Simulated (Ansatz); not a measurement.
# C₃H₄BF: how energies converge with the basis set

One table from this session's results is given with a row withheld; the runs are named, their logs left out.

Program: Ansatz 0.2.0, Gaussian basis. Level of theory: one geometry, several basis sets. These are calculated values, not measurements.

Levels to be run: PBE0-D4/def2-SVP; ωB97M-V/def2-SVP; PBE0-D4/def2-QZVPP; ωB97M-V/def2-QZVPP; the functionals' def2-TZVPP values are taken from earlier runs.

## The relaxed structure

All runs share one geometry, relaxed beforehand with PBE0-D4 in a triple-zeta def2 set.

SMILES `BC1(F)C=C1`, 9 atoms, charge 0, spin multiplicity 1.

Atoms are counted from 1 here; the program's logs count them from 0.

Bond lengths: B1–C2 1.529 Å, B1–H6 1.195 Å, B1–H7 1.193 Å, C2–F3 1.396 Å, C2–C4 1.498 Å, C2–C5 1.498 Å, C4–C5 1.282 Å, C4–H8 1.076 Å, C5–H9 1.076 Å. Angles: C2–B1–H6 117.8°, C2–B1–H7 121.4°, H6–B1–H7 120.8°, B1–C2–F3 115.6°, B1–C2–C4 123.8°, B1–C2–C5 123.8°, F3–C2–C4 113.7°, F3–C2–C5 113.7°, C4–C2–C5 50.7°, C2–C4–C5 64.7°, C2–C4–H8 142.7°, C5–C4–H8 152.4°, C2–C5–C4 64.7°, C2–C5–H9 142.7°, C4–C5–H9 152.4°.

Set-up of the first run:

in.yaml

```yaml
crystal:
  periodic: [false, false, false]
  atoms:
    - {symbol: B, position_ang: [0.314901, 0.700338, -1.247595]}
    - {symbol: C, position_ang: [0.422674, -0.147170, 0.020899]}
    - {symbol: F, position_ang: [1.679924, -0.699517, 0.273105]}
    - {symbol: C, position_ang: [-0.710339, -0.947104, 0.586639]}
    - {symbol: C, position_ang: [-0.386547, 0.096099, 1.257695]}
    - {symbol: H, position_ang: [-0.743398, 1.193492, -1.500957]}
    - {symbol: H, position_ang: [1.253733, 0.867514, -1.965122]}
    - {symbol: H, position_ang: [-1.274067, -1.852580, 0.444361]}
    - {symbol: H, position_ang: [-0.468383, 0.742628, 2.113974]}
basis:
  gaussian: {orbitals: def2-SVP}
hamiltonian: {xc: pbe0, dispersion: d4}
output: {orbitals: {seedname: orbitals}}
```

Run with:

```console
> ansatz run in.yaml --threads 2 --pin off --events-out ev --progress --plain --max-ram 4352MiB
```

Steps of the session up to this table: PBE0-D4 in def2-SVP; ωB97M-V in def2-SVP; PBE0-D4 in def2-QZVPP; ωB97M-V in def2-QZVPP.

One table of the session follows, with a row left open; its other results are not shown here.

It belongs to the step «Functionals by basis». 

| functional | basis | HOMO (eV) | LUMO (eV) |
| --- | --- | --- | --- |
| PBE0-D4 | def2-SVP | -8.33 | -1.59 |
| PBE0-D4 | def2-TZVPP | -8.36 | -1.68 |
| PBE0-D4 | def2-QZVPP | -8.38 | -1.71 |
| ωB97M-V | def2-SVP | -10.57 | 0.48 |
| ωB97M-V | def2-TZVPP | -10.62 | 0.25 |
| ωB97M-V | def2-QZVPP | ? | ? |

Q: Estimate the row for ωB97M-V, def2-QZVPP from the others.

**Answer.** HOMO (eV): -10.63; LUMO (eV): 0.15. In the column «HOMO (eV)» it is the lowest.
